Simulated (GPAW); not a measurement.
A run of GPAW 26.7.0 is set up as follows.

run.py

```python
from ase.filters import FrechetCellFilter
from ase.io import read, write
from ase.optimize import BFGS
from gpaw import GPAW, PW

atoms = read('POSCAR')

calc = GPAW(mode=PW(800),
            xc='LDA',
            kpts={'size': (9, 9, 7), 'gamma': True},
            occupations={'name': 'fermi-dirac', 'width': 0.05},
            nbands=17,
            convergence={'density': 1e-05, 'forces': 0.0001},
            maxiter=150,
            txt='gpaw.txt')
atoms.calc = calc
opt = BFGS(FrechetCellFilter(atoms), trajectory='relax.traj', logfile='-')
done = opt.run(fmax=0.02, steps=60)
calc.write('gs.gpw')
write('result.traj', atoms)
print('Converged:', done)
print('Cell:', atoms.cell.cellpar().round(4))
print('Volume:', round(atoms.get_volume(), 4))
print(atoms.get_scaled_positions().round(5))
```

POSCAR

```
CaB2
1.0
    3.2264302843      0.0000000000      0.0000000000
   -1.6132151421      2.7941705897      0.0000000000
    0.0000000000      0.0000000000      4.0673920000
Ca B
1 2
Direct
    0.0000000000      0.0000000000      0.0000000000
    0.6666666667      0.3333333333      0.5000000000
    0.3333333333      0.6666666667      0.5000000000
```

Potentials or basis: the program's PAW data sets (release 1.2.1) made for this functional, pw.

Launch:

```bash
$ OMP_NUM_THREADS=1 python run.py
```

Q: Estimate the band gap on the k mesh.

A: None (metal or under the smearing width).

Q: What does it give for the space group after relaxing (to 0.05 Å)?

A: P6/mmm (No. 191).

Q: What does it give for the relaxed cell?

A: a = 3.167 Å, b = 3.167 Å, c = 4.002 Å, α = 90.00°, β = 90.00°, γ = 120.00°.

Final structure:
```xyz
3
Lattice="3.1670 0.0000 0.0000 -1.5835 2.7427 0.0000 0.0000 0.0000 4.0016" Properties=species:S:1:pos:R:3 pbc="T T T"
Ca    0.0000    0.0000    0.0000
B     1.5835    0.9142    2.0008
B     0.0000    1.8285    2.0008
```

Caveat: later steps reuse the first step's grids.
